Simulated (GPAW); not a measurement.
Crystal: NbTe.

```
Nb Te
1.0
     3.42570    0.00000    0.00000
     0.00000    3.42570    0.00000
     0.00000    0.00000    3.42570
Nb Te
1 1
Cartesian
  1.7128 1.7128 1.7128
  0.0000 0.0000 0.0000
```

The cell was built by a generator and needn't be a form met in nature.

Program: GPAW 26.7.0. Alike in all runs: task band structure; no spin polarisation; cell as given; k mesh 8 × 8 × 8; cutoff (eV) 600; smearing fermi-dirac 0.05 eV.

**Question.** Order these runs on this cell by their pressure, lowest first.
A. level LDA; potentials or basis the program's PAW data sets (release 1.2.1) made for this functional, pw; band points 60
B. level PBE; potentials or basis JTH PAW 2.0, PBE, pw; band points 80; data set Nb jth, Te jth
C. level SCAN; potentials or basis GPAW PAW data sets (gpaw-data 1.2.1), pw; band points 60
D. level BLYP; potentials or basis PAW data sets generated in the run's folder for this functional, pw; band points 60; eigensolver davidson

**Answer.** A (-8.7 GPa), C (-4.1 GPa), B (1.1 GPa), D (7.4 GPa).

Caveats: the program truncates these outside data sets (some runs); the PAW data sets were made with another functional, which shifts forces and pressure a little (some runs).

Not every run made on this cell is shown here.
